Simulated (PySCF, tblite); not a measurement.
# C8H10N2Si: geometry, infrared bands and NMR shifts

Aim: predict the infrared bands and NMR shifts of C8H10N2Si (`Cn1ncc2cc([SiH3])ccc21`).

Programs: tblite 0.8.0 and PySCF 2.14.0, with density-fitted response routines of our own. Each step states its level of theory. These are calculated values for one molecule in the gas phase, unless marked as measured. Atoms count from 0, in the outputs and in this text.

### Step 1. The starting structure

21 atoms, charge 0, multiplicity 1; geometry from: force field or distance geometry start.

Bonds of the start (Å): C0–N1 1.43, N1–N2 1.35, N2–C3 1.33, C3–C4 1.41, C4–C5 1.40, C5–C6 1.41, C6–Si7 1.88, C6–C8 1.41, C8–C9 1.41, C9–C10 1.39, C10–N1 1.38, C10–C4 1.40, C0–H11 1.09, C0–H12 1.11, C0–H13 1.09, C3–H14 1.09, C5–H15 1.10, Si7–H16 1.49, Si7–H17 1.47, Si7–H18 1.48, C8–H19 1.08, C9–H20 1.08.

### Step 2. Relaxing the molecule with GFN2-xTB

Job settings and geometry (Å):

```
{"job": {"kind": "relax", "xc": "GFN2-xTB", "basis": "xTB"}, "charge": 0, "multiplicity": 1}
C     -3.430400    -0.246800    -0.233400
N     -2.241400     0.349000     0.296900
N     -2.322400     1.338400     1.212200
C     -1.058700     1.643700     1.471400
C     -0.146500     0.834700     0.764900
C      1.250900     0.731500     0.663700
C      1.831300    -0.220100    -0.203700
Si     3.701500    -0.373300    -0.329700
C      0.990900    -1.057600    -0.956800
C     -0.414600    -0.963400    -0.873200
C     -0.948300    -0.006600    -0.009800
H     -3.476200    -0.038700    -1.303000
H     -4.317900     0.192900     0.269200
H     -3.406600    -1.321600    -0.051600
H     -0.845300     2.430100     2.194300
H      1.872700     1.395200     1.279800
H      4.071400    -0.770900    -1.713000
H      4.335000     0.915200    -0.000900
H      4.180600    -1.411200     0.618100
H      1.412500    -1.796800    -1.628700
H     -1.047200    -1.606500    -1.467100
```

On the command line:

```
OMP_NUM_THREADS=1 python probes_run.py task.json out
```

This one command runs all jobs of the session in turn.

The log of the run:

```text
step      E/eV     max force
  0    -810.67144    2.055
  1    -810.78114    0.923
  2    -810.80470    0.406
  3    -810.82223    0.315
  4    -810.83024    0.188
  5    -810.83418    0.143
  6    -810.83637    0.124
  7    -810.83798    0.086
  8    -810.83927    0.073
  9    -810.84004    0.066
 10    -810.84044    0.039
 11    -810.84074    0.052
 12    -810.84104    0.040
 13    -810.84129    0.043
 14    -810.84150    0.036
 15    -810.84167    0.032
 16    -810.84182    0.027
 17    -810.84191    0.024
 18    -810.84196    0.020
 19    -810.84200    0.017
 20    -810.84205    0.016
 21    -810.84209    0.013
 22    -810.84212    0.013
 23    -810.84215    0.012
 24    -810.84218    0.018
 25    -810.84221    0.018
 26    -810.84225    0.014
 27    -810.84228    0.010
 28    -810.84230    0.011
 29    -810.84232    0.014
 30    -810.84234    0.013
 31    -810.84235    0.009
```

Wall time 0.51 s (1 thread of Arm Neoverse N1, shared host); peak memory 0.18 GiB.

The steps of the relaxation:

```
step  energy from step 0 (eV)  largest force (eV/Å)
   0                   0.0000                2.0546
   1                  -0.1097                0.9233
   2                  -0.1333                0.4056
   3                  -0.1508                0.3149
   4                  -0.1588                0.1880
   5                  -0.1627                0.1434
   6                  -0.1649                0.1238
   7                  -0.1665                0.0862
   8                  -0.1678                0.0728
   9                  -0.1686                0.0664
  10                  -0.1690                0.0392
  11                  -0.1693                0.0519
  12                  -0.1696                0.0404
  13                  -0.1698                0.0425
  14                  -0.1701                0.0360
  15                  -0.1702                0.0325
  16                  -0.1704                0.0269
  17                  -0.1705                0.0243
  18                  -0.1705                0.0198
  19                  -0.1706                0.0168
  20                  -0.1706                0.0162
  21                  -0.1707                0.0132
  22                  -0.1707                0.0133
  23                  -0.1707                0.0121
  24                  -0.1707                0.0181
  25                  -0.1708                0.0184
  26                  -0.1708                0.0142
  27                  -0.1708                0.0105
  28                  -0.1709                0.0112
  29                  -0.1709                0.0142
  30                  -0.1709                0.0135
  31                  -0.1709                0.0094
```

Distances of close pairs at the start and the end, largest changes first:

```
   bond  before (Å)  after (Å)  change (Å)
  C8–C9       1.411      1.373      -0.038
  C5–C6       1.412      1.381      -0.031
 C0–H12       1.111      1.088      -0.023
 C4–C10       1.397      1.418      +0.021
Si7–H16       1.486      1.465      -0.021
 N1–C10       1.376      1.357      -0.019
 C5–H15       1.099      1.080      -0.018
Si7–H18       1.485      1.467      -0.018
```

The next job starts from the end point, and lists it.

### Step 3. Infrared spectrum with GFN2-xTB

Job settings and geometry (Å):

```
{"job": {"kind": "ir", "xc": "GFN2-xTB", "basis": "xTB"}, "charge": 0, "multiplicity": 1}
C     -3.433714    -0.252227    -0.238823
N     -2.229370     0.317258     0.287604
N     -2.277224     1.309585     1.186670
C     -1.046379     1.640923     1.484722
C     -0.122675     0.843877     0.761150
C      1.265118     0.743642     0.666113
C      1.818516    -0.192802    -0.184598
Si     3.688694    -0.379025    -0.326669
C      0.969422    -1.029737    -0.938323
C     -0.400538    -0.960669    -0.873828
C     -0.947456    -0.011476    -0.012289
H     -3.515485    -0.062637    -1.312226
H     -4.270940     0.215920     0.274528
H     -3.456848    -1.330470    -0.065458
H     -0.847592     2.421024     2.192149
H      1.894319     1.396749     1.253474
H      4.027941    -0.770473    -1.697457
H      4.323078     0.898882     0.002954
H      4.154577    -1.414498     0.602396
H      1.424816    -1.755103    -1.597803
H     -1.027181    -1.611800    -1.464758
```

The log of the run:

```text
mode    cm-1     km/mol
  1      30.4      0.11
  2      77.5      0.31
  3     101.1      0.01
  4     161.5      0.70
  5     164.0      2.03
  6     215.9      0.17
  7     242.3      0.77
  8     295.0      1.84
  9     364.5     11.09
 10     393.9      0.05
 11     451.8      0.85
 12     510.5     33.72
 13     547.4     54.95
 14     576.2      6.19
 15     578.2     45.39
 16     615.1     11.50
 17     624.9      3.13
 18     705.6      5.26
 19     770.0    134.61
 20     780.7    171.43
 21     789.2    158.20
 22     795.9      4.86
 23     800.9    451.99
 24     803.2      1.28
 25     824.7     10.37
 26     876.5      0.07
 27     909.6      0.11
 28     924.1     34.74
 29    1001.9     34.19
 30    1088.2     13.37
 31    1104.1      0.30
 32    1115.0     14.36
 33    1156.5     21.68
 34    1186.1      2.21
 35    1230.9     25.60
 36    1266.9     15.19
 37    1323.4     26.07
 38    1359.9     20.37
 39    1383.3     25.16
 40    1394.6      4.34
 41    1416.0     25.63
 42    1456.5     11.01
 43    1466.0     15.84
 44    1474.0      1.24
 45    1509.2     36.10
 46    1567.3      2.06
 47    1608.8     59.72
 48    2230.5    381.43
 49    2245.6    287.16
 50    2254.7    280.25
 51    2963.5     24.45
 52    2982.4     30.37
 53    3047.8      4.89
 54    3066.8     22.41
 55    3072.2     42.36
 56    3082.4     58.79
 57    3172.5     23.15
```

Wall time 1.9 s (1 thread of Arm Neoverse N1, shared host); peak memory 0.18 GiB.

Which atoms move in the most intense modes:

```
cm⁻¹  km/mol                                atoms
 770   134.6           C0 13 %, C9 11 %, H16 11 %
 781   171.4                   H17 51 %, H16 36 %
 789   158.2         H18 54 %, H16 27 %, H17 13 %
 801   452.0         H16 22 %, H17 21 %, H18 19 %
1609    59.7  C4 21 %, C5 21 %, C9 21 %, C10 20 %
2230   381.4                             H18 93 %
2246   287.2                             H16 94 %
2255   280.2                             H17 96 %
```

### Step 4. Shielding tensors: PBE0/pcSseg-1

The job, as its differences from that of step 3:

```diff
@@ -1,2 +1,2 @@
-{"job": {"kind": "ir", "xc": "GFN2-xTB", "basis": "xTB"}, "charge": 0, "multiplicity": 1}
+{"job": {"kind": "nmr", "xc": "PBE0", "basis": "pcSseg-1"}, "charge": 0, "multiplicity": 1}
 C     -3.433714    -0.252227    -0.238823
```

With the program's defaults for keys left out, this is: GIAO PBE0/pcSseg-1 NMR shielding, non-relativistic, gas phase.

The log of the run:

```text
coarse grid: 18640 points
cycle   1  E = -709.0577266467  dE =  2.096e+00  |g| = 4.625e-01  |ddm| = 4.736e+00
cycle   2  E = -708.9958289963  dE =  6.190e-02  |g| = 7.040e-01  |ddm| = 1.279e+00
cycle   3  E = -709.1085660499  dE = -1.127e-01  |g| = 1.348e-01  |ddm| = 7.298e-01
cycle   4  E = -709.1125377748  dE = -3.972e-03  |g| = 5.573e-02  |ddm| = 2.145e-01
cycle   5  E = -709.1132359210  dE = -6.981e-04  |g| = 1.708e-02  |ddm| = 6.612e-02
cycle   6  E = -709.1132934798  dE = -5.756e-05  |g| = 4.908e-03  |ddm| = 2.166e-02
cycle   7  E = -709.1132987498  dE = -5.270e-06  |g| = 1.750e-03  |ddm| = 8.788e-03
final grid: 177296 points
cycle   8  E = -709.1733698916  dE = -4.125e-05  |g| = 7.521e-03  |ddm| = 5.383e-02
cycle   9  E = -709.1733643237  dE =  5.568e-06  |g| = 8.834e-03  |ddm| = 2.132e-02
cycle  10  E = -709.1733846554  dE = -2.033e-05  |g| = 1.718e-03  |ddm| = 1.218e-02
cycle  11  E = -709.1733853869  dE = -7.315e-07  |g| = 3.586e-04  |ddm| = 1.948e-03
cycle  12  E = -709.1733854129  dE = -2.598e-08  |g| = 1.473e-04  |ddm| = 4.573e-04
cycle  13  E = -709.1733854178  dE = -4.938e-09  |g| = 5.280e-05  |ddm| = 2.009e-04
cycle  14  E = -709.1733854184  dE = -5.919e-10  |g| = 1.936e-05  |ddm| = 7.296e-05
converged SCF energy = -709.1733854184

GIAO shielding tensors (ppm)
atom      isotropic    diamagn.    paramagn.     s11        s22        s33       span
  0 C      149.727     245.198     -95.471    129.801    131.774    187.606     57.805
  1 N       67.101     343.625    -276.524    -29.443    106.097    124.650    154.092
  2 N      -97.855     319.944    -417.799   -332.398    -94.757    133.591    465.988
  3 C       51.614     245.360    -193.746    -33.097     55.993    131.946    165.044
  4 C       55.662     262.842    -207.179     -8.075     15.233    159.828    167.903
  5 C       52.018     249.362    -197.344    -50.005     37.388    168.670    218.675
  6 C       62.506     259.419    -196.913    -33.813     28.682    192.649    226.462
  7 Si     416.691     880.529    -463.839    365.469    419.448    465.155     99.687
  8 C       50.444     254.355    -203.911    -59.901     40.896    170.337    230.238
  9 C       74.959     256.095    -181.136    -16.417     62.865    178.429    194.847
 10 C       42.180     257.762    -215.582    -24.555      1.928    149.168    173.723
 11 H       27.683      29.139      -1.456     23.003     25.737     34.309     11.306
 12 H       27.009      28.515      -1.506     21.460     26.780     32.785     11.325
 13 H       27.654      29.309      -1.655     22.710     26.205     34.047     11.336
 14 H       23.751      30.274      -6.523     19.786     25.065     26.401      6.616
 15 H       23.448      33.424      -9.976     18.037     23.633     28.672     10.635
 16 H       27.057      28.324      -1.267     22.908     26.233     32.030      9.122
 17 H       27.108      28.264      -1.157     22.903     26.415     32.007      9.104
 18 H       26.915      28.040      -1.125     24.136     24.380     32.229      8.094
 19 H       23.907      32.882      -8.975     18.721     24.076     28.923     10.202
 20 H       24.095      33.169      -9.075     18.709     25.034     28.541      9.832
```

Wall time 1.7 min (1 thread of Arm Neoverse N1, shared host); peak memory 1.1 GiB.

The references, computed at this level on geometries of the same kind, shield at (ppm): ¹H TMS 31.72, ¹³C TMS 186.9, ²⁹Si TMS 349.2, ¹⁵N NH3 267.7. Their shielding less the atom's gives the shift. The references are single molecules in the gas phase, so shifts against H2O, NH3, PH3, H3PO4 or CFCl3 are not on the usual liquid scales and can be off by tens of ppm. Atoms listed in one row are averaged.

```
        atoms                                         environment  σ (ppm)  δ (ppm)  δ scaled to CDCl3
          C10                         ring-fusion aromatic carbon     42.2    144.7              139.4
           C8                                         aromatic CH     50.4    136.5              131.3
           C3                 aromatic CH next to a ring nitrogen     51.6    135.3              130.1
           C5                                         aromatic CH     52.0    134.9              129.8
           C4                         ring-fusion aromatic carbon     55.7    131.3              126.2
           C6                         substituted aromatic carbon     62.5    124.4              119.5
           C9                                         aromatic CH     75.0    112.0              107.4
           C0                           methyl carbon bonded to N    149.7     37.2               34.4
          H15                          hydrogen on an aromatic CH    23.45     8.27               7.90
          H14  hydrogen on an aromatic CH next to a ring nitrogen    23.75     7.97               7.62
          H19                          hydrogen on an aromatic CH    23.91     7.81               7.47
          H20                          hydrogen on an aromatic CH    24.09     7.62               7.29
H16, H17, H18                   hydrogen on a silicon bonded to C    27.03     4.69                  –
H11, H12, H13             hydrogen on a methyl carbon bonded to N    27.45     4.27               4.13
           N2                  pyridine-type nitrogen of an azole    -97.9    365.6                  –
           N1                          pyrrole-type ring nitrogen     67.1    200.6                  –
          Si7                            silicon bonded to C, 3 H    416.7    -67.5                  –
```

The scaled column applies a straight-line fit of computed shieldings to shifts measured in CDCl3 (root-mean-square error 0.16 ppm for H, 1.9 ppm for C).

The run also stored atomic charges by several schemes (e):

```
atoms  Mulliken    IAO  Hirshfeld  ESP fit
   C0     -0.03  -0.31      -0.05    -0.32
   N1     -0.61   0.02       0.03     0.36
   N2     -0.19  -0.22      -0.13    -0.51
   C3      0.23  -0.08      -0.03     0.05
   C4     -0.43  -0.06      -0.04    -0.10
   C5      0.03  -0.13      -0.04    -0.17
   C6     -0.37  -0.29      -0.10    -0.12
  Si7      0.57   0.60       0.31     0.34
   C8     -0.06  -0.14      -0.05    -0.05
   C9     -0.01  -0.19      -0.06    -0.41
  C10      0.46   0.07       0.03     0.18
```

Mayer bond orders: C0–N1 0.93, N1–N2 1.20, N2–C3 1.60, C3–C4 1.26, C4–C5 1.30, C5–C6 1.49, C6–Si7 0.88, C6–C8 1.34, C8–C9 1.52, C9–C10 1.33, C10–N1 0.89, C10–C4 1.15.

Ring of atoms N1, N2, C3, C4, C10: NICS(0) -13.3, NICS(1) -12.7, NICS(1)zz -31.5 ppm (means of both faces).

Ring of atoms C4, C5, C6, C8, C9, C10: NICS(0) -9.5, NICS(1) -11.8, NICS(1)zz -28.9 ppm (means of both faces).

### Step 5. Results

| quantity | value |
| --- | --- |
| strongest single infrared mode (GFN2-xTB) | 801 cm⁻¹, 452 km/mol |
| zero-point energy (GFN2-xTB) | 97.4 kcal/mol |
| ¹³C shifts against TMS (PBE0/pcSseg-1) | 144.7, 136.5, 135.3, 134.9, 131.3, 124.4, 112.0, 37.2 ppm |
| ¹H shifts against TMS (PBE0/pcSseg-1, means over atoms taken as alike) | 8.27, 7.97, 7.81, 7.62, 4.69, 4.27 ppm |
| ¹⁵N shifts against NH3 (PBE0/pcSseg-1) | 365.6, 200.6 ppm |
| ²⁹Si shifts against TMS (PBE0/pcSseg-1) | -67.5 ppm |

What this shows: Relaxing lowered the energy by 0.171 eV in 31 steps; the close pair that moved most is C8–C9, from 1.411 to 1.373 Å. No mode is imaginary among the 57: a minimum at this level. Unscaled tight-binding wavenumbers are off by several per cent, some by more. Its intensities can rank the bands wrongly. At PBE0/pcSseg-1: Shielding is most anisotropic at N2 (span 466 ppm, paramagnetic term -418 ppm). NICS(1)zz of -31 ppm above the planar ring from N1 marks a diatropic (aromatic) ring current. NICS(1)zz of -29 ppm above the planar ring from C4 marks a diatropic (aromatic) ring current.
